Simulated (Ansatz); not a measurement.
# AlH2Se radical (SMILES [AlH][SeH]): functionals against CCSD(T) at one geometry

An exercise on one series of results from a longer session: the logs are not shown, and one member is left open.

The runs use Ansatz 0.2.0, Gaussian basis; single points in def2-TZVPP.

Correlated methods freeze the cores. Filled d shells of the heavier atoms are correlated. Orbitals are unrestricted.

## The system as given

SMILES `[AlH][SeH]`, 4 atoms, charge 0, spin multiplicity 2.

Atoms are counted from 1 here; the program's logs count them from 0.

Bond lengths: Al1–Se2 2.388 Å, Al1–H3 1.519 Å, Se2–H4 1.536 Å. Angles: Se2–Al1–H3 121.7°, Al1–Se2–H4 82.4°.

As a file:

```
Al   -0.0659   -1.0877   -0.0807
Se    0.7981    1.0641   -0.6497
H    -0.1873   -1.5438    1.3636
H    -0.6768    1.4683   -0.5106
```

The first run:

Contents of run/in.yaml:

```yaml
crystal:
  periodic: [false, false, false]
  atoms:
    - {symbol: Al, position_ang: [-0.065900, -1.087700, -0.080700]}
    - {symbol: Se, position_ang: [0.798100, 1.064100, -0.649700]}
    - {symbol: H, position_ang: [-0.187300, -1.543800, 1.363600]}
    - {symbol: H, position_ang: [-0.676800, 1.468300, -0.510600]}
basis:
  gaussian: {orbitals: def2-TZVPP}
magnetization: {spin_polarized: true, initial_magnetization: 1}
correlation: {method: ccsd_t}
scf: {omitted_lower_state_checks: [cluster_reference]}
output: {forces: true}
```

The command line of these runs was not kept.

Among the steps run: CCSD(T)/def2-TZVPP; PBE0-D4/def2-TZVPP; wB97M-V/def2-TZVPP; r2SCAN-D4/def2-TZVPP; PBE-D4/def2-TZVPP; BHLYP-D4/def2-TZVPP; revPBE-D4/def2-TZVPP.

One of the session's tables, all rows but one given; the rest of the session is left out.

| method | RMS force component (eV/Å) | angle to CCSD(T) forces (°) | dipole (D) |
| --- | --- | --- | --- |
| CCSD(T) | 0.696 | reference | 1.08 |
| PBE0-D4 | 0.711 | 2.7 | 1.08 |
| wB97M-V | 0.704 | 1.6 | 1.27 |
| r2SCAN-D4 | 0.703 | 2.3 | 1.05 |
| PBE-D4 | 0.671 | 14.0 | 0.92 |
| BHLYP-D4 | ? | ? | ? |
| revPBE-D4 | 0.666 | 16.4 | 0.90 |

Q: Estimate the row for BHLYP-D4 from the others.

As computed: RMS force component (eV/Å): 0.720; angle to CCSD(T) forces (°): 7.2; dipole (D): 1.24. In the column «RMS force component (eV/Å)» it is the highest.
